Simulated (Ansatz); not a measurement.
KPt:

```
Pt K
1.0
     3.00085    0.00000    0.00000
    -1.50042    2.59881    0.00000
     0.00000    0.00000    5.34558
Pt K
1 1
Direct
  0.66667 0.33333 0.00000
  0.00000 0.00000 0.50000
```

The cell comes from a database or a generator and needn't be the stable form of this composition.

Base run:

* Program: Ansatz 0.2.0
* Functional: LDA
* Potentials or basis: Ansatz PAW
* Cutoff: 420 eV
* Density cutoff: 1680 eV
* k mesh: 10 × 10 × 5
* Occupations: gaussian, width 0.05 eV
* Spin: no spin polarisation

Its results: band gap on the k mesh none (metal or under the smearing width); pressure -7.1 GPa.

**Question.** After a change of settings the same cell gave: band gap on the k mesh none (metal or under the smearing width); pressure -2.9 GPa. Which change was it?
A. functional from LDA to RPBE; occupations from gaussian, width 0.05 eV to gaussian, width 0.02 eV
B. functional from LDA to PBEsol; occupations from gaussian, width 0.05 eV to gaussian, width 0.02 eV
C. functional from LDA to PBE; occupations from gaussian, width 0.05 eV to fermi-dirac, width 0.05 eV
D. functional from LDA to r2SCAN; cutoff from 420 eV to 500 eV; density cutoff from 1680 eV to 2000 eV; dispersion from none to D4

**Answer.** D.

Caveats: the PAW data sets come from PBE, with cores solved anew for the run's functional, which leaves a small shift of forces and pressure; pairwise dispersion overbinds metals, which lowers pressure and volume (some runs).

Not every run made on this cell is shown here.
